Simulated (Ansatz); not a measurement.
GaSb3:

```xyz
4
Lattice="0.0000 3.7306 3.7306 3.7306 0.0000 3.7306 3.7306 3.7306 0.0000" Properties=species:S:1:pos:R:3 pbc="T T T"
Sb    3.7306    3.7306    3.7306
Sb    5.5959    5.5959    5.5959
Sb    1.8653    1.8653    1.8653
Ga    0.0000    0.0000    0.0000
```

The cell comes from a database or a generator and needn't be the stable form of this composition.

Base run:

```yaml
Program: Ansatz 0.2.0
Functional: LDA
Potentials_or_basis: Ansatz PAW
Cutoff: 420 eV
Density_cutoff: 1680 eV
k_mesh: 6 × 6 × 6
Occupations: fermi-dirac, width 0.05 eV
Spin: no spin polarisation
```

Its results: band gap on the k mesh none (metal or under the smearing width); pressure -4.5 GPa.

Task: After a change of settings the same cell gave: band gap on the k mesh none (metal or under the smearing width); pressure -3.3 GPa. Which change was it?
A. functional from LDA to r2SCAN; cutoff from 420 eV to 500 eV; density cutoff from 1680 eV to 2000 eV
B. functional from LDA to PBEsol; spin from no spin polarisation to spin-orbit coupling, no magnetisation; potential files from those of the base run to others of the same set
C. functional from LDA to PBE

Result: B.

Caveats: the PAW data sets come from PBE, with cores solved anew for the run's functional, which leaves a small shift of forces and pressure.

Not every run made on this cell is shown here.
